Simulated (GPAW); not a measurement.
Input of a GPAW 26.7.0 run:

Contents of run.py:

```python
from ase import Atoms
from ase.filters import FrechetCellFilter
from ase.io import write
from ase.optimize import BFGS
from ase.units import GPa
from gpaw import GPAW, PW, setup_paths

setup_paths.insert(0, '.')

atoms = Atoms(['Bi', 'Te'],
              cell=[[2.4227077728, 1.3987509848, 3.3172919545],
                    [-2.4227077728, 1.3987509848, 3.3172919545],
                    [0.0, -2.7975019696, 3.3172919545]],
              scaled_positions=[[0.5, 0.5, 0.5],
                                [0.0, 0.0, 0.0]],
              pbc=True)

calc = GPAW(mode=PW(600),
            xc='PBEsol',
            kpts={'size': (5, 5, 5), 'gamma': True},
            occupations={'name': 'fermi-dirac', 'width': 0.05},
            nbands=20,
            convergence={'density': 1e-05, 'forces': 0.0001},
            maxiter=150,
            txt='gpaw.txt')
atoms.calc = calc
opt = BFGS(FrechetCellFilter(atoms, scalar_pressure=10 * GPa), trajectory='relax.traj', logfile='-')
done = opt.run(fmax=0.02, steps=60)
calc.write('gs.gpw')
write('result.traj', atoms)
print('Converged:', done)
print('Cell:', atoms.cell.cellpar().round(4))
print('Volume:', round(atoms.get_volume(), 4))
print(atoms.get_scaled_positions().round(5))
```

Potentials or basis: PAW data sets generated in the run's folder for this functional, pw.

Run with:

```console
$ gpaw-setup -f PBEsol Bi Te
$ OMP_NUM_THREADS=1 python run.py
```

(1) Predict the relaxed volume.

(2) Predict the space group after relaxing (to 0.05 Å).

(3) What does it give for the relaxed cell?

(4) Predict the band gap on the k mesh.

Results:

(1) 26.57 Å³/atom.

(2) R-3m (No. 166).

(3) a = 3.835 Å, b = 3.835 Å, c = 3.835 Å, α = 77.93°, β = 77.93°, γ = 77.93°.

(4) none (metal or under the smearing width).

Caveat: later steps reuse the first step's grids; the volume moved by over 15 % at a fixed basis, so the end points are rough; spin-orbit coupling is left out, which moves the levels of the heavy elements.
